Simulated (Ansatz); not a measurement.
# CH₆NSbSi: up Jacob's ladder to CCSD(T)

The task here is to estimate one member of a computed series from the others.

Program: Ansatz 0.2.0, Gaussian basis. Level of theory: functionals in def2-TZVPP, the program's frozen cores in correlated methods. These are calculated values, not measurements.

Plan: PBE-D4, r2SCAN-D4, PBE0-D4, B3LYP-D4, ωB97X-V, ωB97M-V, B2PLYP; CCSD(T)/def2-TZVPP; MP2/def2-QZVPP; extrapolation to the limit.

## The relaxed structure

The geometry comes from an earlier relaxation with PBE0-D4 in a triple-zeta def2 set; it is a stationary point, not always the lowest conformer. Sb takes the def2 core potential; no spin-orbit term is included.

SMILES `[CH2]1N[SiH2][SbH]1`, 10 atoms, charge 0, spin multiplicity 1.

Atoms are counted from 1 here; the program's logs count them from 0.

Bond lengths: C1–N2 1.451 Å, C1–Sb4 2.216 Å, C1–H5 1.094 Å, C1–H6 1.095 Å, N2–Si3 1.718 Å, N2–H7 1.008 Å, Si3–Sb4 2.567 Å, Si3–H8 1.491 Å, Si3–H9 1.494 Å, Sb4–H10 1.711 Å. Angles: N2–C1–Sb4 100.8°, N2–C1–H5 114.0°, N2–C1–H6 113.6°, Sb4–C1–H5 110.1°, Sb4–C1–H6 109.0°, H5–C1–H6 109.0°, C1–N2–Si3 111.6°, C1–N2–H7 118.1°, Si3–N2–H7 130.1°, N2–Si3–Sb4 81.4°, N2–Si3–H8 115.9°, N2–Si3–H9 115.3°, Sb4–Si3–H8 119.4°, Sb4–Si3–H9 117.7°, H8–Si3–H9 106.1°, C1–Sb4–Si3 66.1°, C1–Sb4–H10 92.6°, Si3–Sb4–H10 90.4°.

Coordinates:

```xyz
10
charge 0, multiplicity 1
C    -0.36457    1.17060   -0.28955
N     0.07460    0.41275    0.86721
Si    0.11862   -1.27300    0.53912
Sb   -0.63675   -0.45304   -1.77286
H     0.37187    1.89290   -0.65322
H    -1.32133    1.68177   -0.14107
H     0.23679    0.91116    1.72808
H     1.45021   -1.92907    0.68302
H    -0.83944   -2.10213    1.32985
H     0.99300   -0.36296   -2.28767
```

Set-up of the first run:

The input, in.yaml:

```yaml
crystal:
  periodic: [false, false, false]
  atoms:
    - {symbol: C, position_ang: [-0.364571, 1.170602, -0.289552]}
    - {symbol: N, position_ang: [0.074603, 0.412754, 0.867210]}
    - {symbol: Si, position_ang: [0.118618, -1.273000, 0.539116]}
    - {symbol: Sb, position_ang: [-0.636748, -0.453035, -1.772859]}
    - {symbol: H, position_ang: [0.371871, 1.892904, -0.653220]}
    - {symbol: H, position_ang: [-1.321332, 1.681773, -0.141070]}
    - {symbol: H, position_ang: [0.236789, 0.911162, 1.728075]}
    - {symbol: H, position_ang: [1.450210, -1.929073, 0.683016]}
    - {symbol: H, position_ang: [-0.839439, -2.102129, 1.329850]}
    - {symbol: H, position_ang: [0.993002, -0.362959, -2.287667]}
basis:
  gaussian: {orbitals: def2-TZVPP}
hamiltonian: {xc: pbe, dispersion: d4}
output: {forces: true, orbitals: {seedname: orbitals}}
```

Started as:

```sh
$ ansatz run in.yaml --threads 4 --pin off --events-out ev --progress --plain --max-ram 10444MiB
```

Among the steps run: PBE-D4 (GGA); r2SCAN-D4 (meta-GGA); PBE0-D4 (hybrid); B3LYP-D4 (hybrid); ωB97X-V (range-separated); ωB97M-V (range-separated); B2PLYP (double hybrid); CCSD(T) in def2-TZVPP; MP2 in def2-QZVPP.

One of the session's tables, all rows but one given; the rest of the session is left out.

It belongs to the step «Atomisation energies». 

| method | atomisation energy (eV) |
| --- | --- |
| PBE-D4 | 33.463 |
| r2SCAN-D4 | 32.731 |
| PBE0-D4 | 32.847 |
| B3LYP-D4 | 33.052 |
| ωB97X-V | 33.265 |
| ωB97M-V | ? |
| B2PLYP | 32.416 |
| HF/def2-TZVPP | 22.239 |
| MP2/def2-TZVPP | 31.883 |
| CCSD/def2-TZVPP | 31.242 |
| CCSD(T)/def2-TZVPP | 31.819 |
| MP2/CBS | 33.039 |
| CCSD(T)/CBS | 32.975 |

**Question.** Estimate the row for ωB97M-V.

As computed: atomisation energy (eV): 32.936. In the column «atomisation energy (eV)» it lies between PBE0-D4 (32.847) and CCSD(T)/CBS (32.975).
